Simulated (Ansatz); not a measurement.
# Al16H2O: the cost of one run

Program: Ansatz 0.2.0. Level of theory: DFT LDA, plane waves, PAW, scalar-relativistic, no spin polarisation. These are calculated values, not measurements.

1 further run of the same task is left out (it didn't finish).

### 1 The structure to begin with

The cell holds 19 atoms (Al16H2O): a = 8.100 Å, b = 5.728 Å, c = 17.296 Å, α = 90.00°, β = 90.00°, γ = 90.00°.

Its coordinates follow in the input file.

### 2 End point A

Contents of input.yaml:

```yaml
crystal:
  lattice:
    - [8.1, 0.0, 0.0]
    - [0.0, 5.727565, 0.0]
    - [0.0, 0.0, 17.295674]
  atoms:
    - { symbol: Al, position: [0.25, 0.25, 0.0578179] }
    - { symbol: Al, position: [0.75, 0.25, 0.0578179] }
    - { symbol: Al, position: [0.25, 0.75, 0.0578179] }
    - { symbol: Al, position: [0.75, 0.75, 0.0578179] }
    - { symbol: Al, position: [0.0, 0.0, 0.1406069] }
    - { symbol: Al, position: [0.5, 0.0, 0.1406069] }
    - { symbol: Al, position: [0.0, 0.5, 0.1406069] }
    - { symbol: Al, position: [0.5, 0.5, 0.1406069] }
    - { symbol: Al, position: [0.25, 0.25, 0.2233959] }
    - { symbol: Al, position: [0.75, 0.25, 0.2233959] }
    - { symbol: Al, position: [0.25, 0.75, 0.2233959] }
    - { symbol: Al, position: [0.75, 0.75, 0.2233959] }
    - { symbol: Al, position: [0.0, 0.0, 0.3061849] }
    - { symbol: Al, position: [0.5, 0.0, 0.3061849] }
    - { symbol: Al, position: [0.0, 0.5, 0.3061849] }
    - { symbol: Al, position: [0.5, 0.5, 0.3061849] }
    - { symbol: O, position: [0.1756128, 0.1462149, 0.3680501] }
    - { symbol: H, position: [0.198287, 0.3068386, 0.3796136] }
    - { symbol: H, position: [0.0606384, 0.1264667, 0.3796136] }
basis:
  ecutwfc: 420.0
kpoints:
  mp_grid: { grid: [3, 4, 1] }
hamiltonian:
  xc: lda
  pseudopotentials: { kind: paw, azcp: { folder: soft_1 } }
scf:
  occupations: { method: fermi_dirac, width: 0.15 }
  lower_state_search: "off"
relax:
  f_tol: 0.03
  max_steps: 60
  adjacent_minimum: "off"
  constraints: [{ sites: [0, 1, 2, 3] }]
```

The run is started by

```
$ ansatz run input.yaml --threads 2 --pin off --max-ram 5120MiB --backend cpu --events-out ev --progress --plain --runs-dir out
```

**Question.** How long does this run take on 2 threads of Arm Neoverse V1, shared host, and how much memory does it need?

About 2.8 min, with a peak of 0.91 GiB.
